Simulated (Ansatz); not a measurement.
**TiSb: stress in a strained cell**

Aim: deform TiSb (equal xx and yy strain of -2 %) and compute stress, forces and field gradients with LAPW, PAW and all-electron datasets made for the crystal.

Computed with Ansatz 0.2.0 (DFT LDA, scalar-relativistic, unless a step's input says otherwise).

## 1. Starting point

The structure is hexagonal, space group P6_3/mmc (No. 194). Conventional cell: a = 4.103 Å, b = 4.103 Å, c = 6.284 Å, α = 90.00°, β = 90.00°, γ = 120.00°. Ti (site symmetry -3m) is surrounded by 6 Sb at 2.84 Å and 2 Ti at 3.14 Å. Sb (site symmetry -6m2) is surrounded by 6 Ti at 2.84 Å.

Coordinates:

```xyz
4
Lattice="4.1033 0.0000 0.0000 -2.0516 3.5536 0.0000 0.0000 0.0000 6.2836" Properties=species:S:1:pos:R:3 pbc="T T T"
Ti    0.0000    0.0000    0.0000
Ti    0.0000    0.0000    3.1418
Sb    0.0000    2.3690    1.5709
Sb    2.0516    1.1845    4.7127
```

Atoms are numbered in the order of the input: Ti1, Ti2, Sb3, Sb4.

## 2. The deformed structure

Space group P6_3/mmc before, P6_3/mmc after.

## 3. Full-potential LAPW

input.yaml

```yaml
crystal:
  lattice:
    - [4.0212331346, 0.0, 0.0]
    - [-2.0106165673, 3.4824900491, 0.0]
    - [0.0, 0.0, 6.2836]
  atoms:
    - { symbol: Ti, position: [0.0, 0.0, 0.0] }
    - { symbol: Ti, position: [0.0, 0.0, 0.5] }
    - { symbol: Sb, position: [0.3333333333, 0.6666666667, 0.25] }
    - { symbol: Sb, position: [0.6666666667, 0.3333333333, 0.75] }
kpoints:
  mp_grid: { grid: [12, 12, 7] }
  band_path:
    path:
      - [0.0, 0.0, 0.0]
      - [0.5, 0.0, 0.0]
      - [0.3333333333, 0.3333333333, 0.0]
      - [0.0, 0.0, 0.0]
      - [0.0, 0.0, 0.5]
      - [0.5, 0.0, 0.5]
      - [0.3333333333, 0.3333333333, 0.5]
      - [0.0, 0.0, 0.5]
      - [0.5, 0.0, 0.5]
    npoints: 5
scf:
  occupations: { method: fermi_dirac, width: 0.03 }
hamiltonian:
  xc: lda
  pseudopotentials: { kind: all_electron, lapw: { basis_error: 0.001 } }
output:
  forces: true
  stress: true
  eigenvalues: true
```

Command:

```
$ ansatz run input.yaml --threads 1 --pin off --max-ram 4096MiB --backend cpu --events-out ev --progress --plain --runs-dir out
```

## 4. PAW on the default files

input.yaml

```yaml
crystal:
  lattice:
    - [4.0212331346, 0.0, 0.0]
    - [-2.0106165673, 3.4824900491, 0.0]
    - [0.0, 0.0, 6.2836]
  atoms:
    - { symbol: Ti, position: [0.0, 0.0, 0.0] }
    - { symbol: Ti, position: [0.0, 0.0, 0.5] }
    - { symbol: Sb, position: [0.3333333333, 0.6666666667, 0.25] }
    - { symbol: Sb, position: [0.6666666667, 0.3333333333, 0.75] }
kpoints:
  mp_grid: { grid: [12, 12, 7] }
scf:
  occupations: { method: fermi_dirac, width: 0.03 }
hamiltonian:
  xc: lda
  pseudopotentials: { kind: paw }
output:
  forces: true
  stress: true
  eigenvalues: true
  efg: { contact_densities: true }
```

## 5. All-electron PAW on datasets made for the crystal

Changes to input.yaml since step 4:

```diff
@@ -16,3 +16,3 @@
   xc: lda
-  pseudopotentials: { kind: paw }
+  pseudopotentials: { kind: all_electron, datasets: crystal }
 output:
```

(Steps that only read results are left out.)

Q: Predict the outcome of this session. Wanted: pressure; largest shear or deviatoric stress.

The runs gave:

| quantity | value |
| --- | --- |
| pressure | LAPW -5.61, PAW -5.63, crystal datasets -5.61 GPa |
| largest shear or deviatoric stress (LAPW) | 0.72 GPa |

The largest part of the stress beyond the pressure is 0.72 GPa in size, in the zz component; the atoms are carried along and not relaxed. No run of the undeformed cell stands beside it, so pressure and stress hold what the given cell had before the change, as far as its symmetry allows. PAW: stress within 0.02 GPa of LAPW. Crystal datasets: stress within 0.01 GPa of LAPW. Spin-orbit coupling is left out, though the cell holds Sb; in elements this heavy it can shift bands and gaps by tenths of an eV.
